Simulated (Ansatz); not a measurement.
Geometry optimisation, DFT PBE, scalar-relativistic, plane waves, PAW (Ansatz).

Input:

```yaml
crystal:
  lattice:
    - [0.0, 5.43, 5.43]
    - [5.43, 0.0, 5.43]
    - [5.43, 5.43, 0.0]
  atoms:
    - { symbol: Si, position: [0.0, 0.0, 0.0] }
    - { symbol: Si, position: [0.125, 0.125, 0.125] }
    - { symbol: Si, position: [0.0, 0.0, 0.5] }
    - { symbol: Si, position: [0.125, 0.125, 0.625] }
    - { symbol: Si, position: [0.0, 0.5, 0.0] }
    - { symbol: Si, position: [0.125, 0.625, 0.125] }
    - { symbol: Si, position: [0.0, 0.5, 0.5] }
    - { symbol: Si, position: [0.125, 0.625, 0.625] }
    - { symbol: Si, position: [0.5, 0.0, 0.0] }
    - { symbol: Si, position: [0.625, 0.125, 0.125] }
    - { symbol: Si, position: [0.5, 0.0, 0.5] }
    - { symbol: Si, position: [0.625, 0.125, 0.625] }
    - { symbol: Si, position: [0.5, 0.5, 0.0] }
    - { symbol: Si, position: [0.625, 0.625, 0.125] }
    - { symbol: Si, position: [0.5, 0.5, 0.5] }
    - { symbol: Si, position: [0.625, 0.625, 0.625] }
    - { symbol: Cu, position: [0.87204772, 0.37944258, 0.37792148], spin: 1.0 }
magnetization:
  spin_polarized: true
basis:
  ecutwfc: 420.0
kpoints:
  mp_grid: { grid: [2, 2, 2] }
hamiltonian:
  xc: pbe
  pseudopotentials: { kind: paw, azcp: { folder: soft_1 } }
scf:
  occupations: { method: fermi_dirac, width: 0.05 }
  lower_state_search: "off"
relax:
  f_tol: 0.03
  max_steps: 60
  adjacent_minimum: "off"
output:
  write_density: true
  write_potential: true
  elf: true
  volumetric_format: npy
```

Run as:

```bash
$ ansatz run input.yaml --threads 2 --pin off --max-ram 5120MiB --backend cpu --events-out ev --progress --plain --runs-dir out
```

Problem. Where does it end, and by what steps?

Solution. It converged. Limits of this set-up: coarse k mesh, a small cell, in which the defect meets its images. After 3 steps the energy has fallen by 0.067 eV; Si7 moved furthest, 0.05 Å.

| step | energy less start (eV) | largest force component (eV/Å) | accepted |
| --- | --- | --- | --- |
| 0 | 0.0000 | 0.516 | yes |
| 1 | -0.0586 | 0.192 | yes |
| 2 | -0.0668 | 0.041 | yes |
| 3 | -0.0672 | 0.004 | yes |

```xyz
17
Lattice="0.0000 5.4300 5.4300 5.4300 0.0000 5.4300 5.4300 5.4300 0.0000" Properties=species:S:1:pos:R:3
Si 0.001 -0.003 -0.004
Si 1.344 1.357 1.358
Si 2.700 2.730 -0.015
Si 4.075 4.085 1.362
Si 2.697 -0.018 2.733
Si 4.073 1.362 4.084
Si 5.458 2.743 2.742
Si 6.802 4.071 4.076
Si 0.001 2.719 2.718
Si 1.351 4.073 4.071
Si 2.707 5.425 2.720
Si 4.074 6.783 4.060
Si 2.706 2.722 5.423
Si 4.072 4.061 6.783
Si 5.457 5.404 5.404
Si 6.799 6.789 6.787
Cu 4.096 6.785 6.793
```

Whether the end is a true minimum wasn't checked by a vibrational analysis.

The run took 45 s on 2 threads of Arm Neoverse V2 (shared host), peak memory 0.73 GiB.
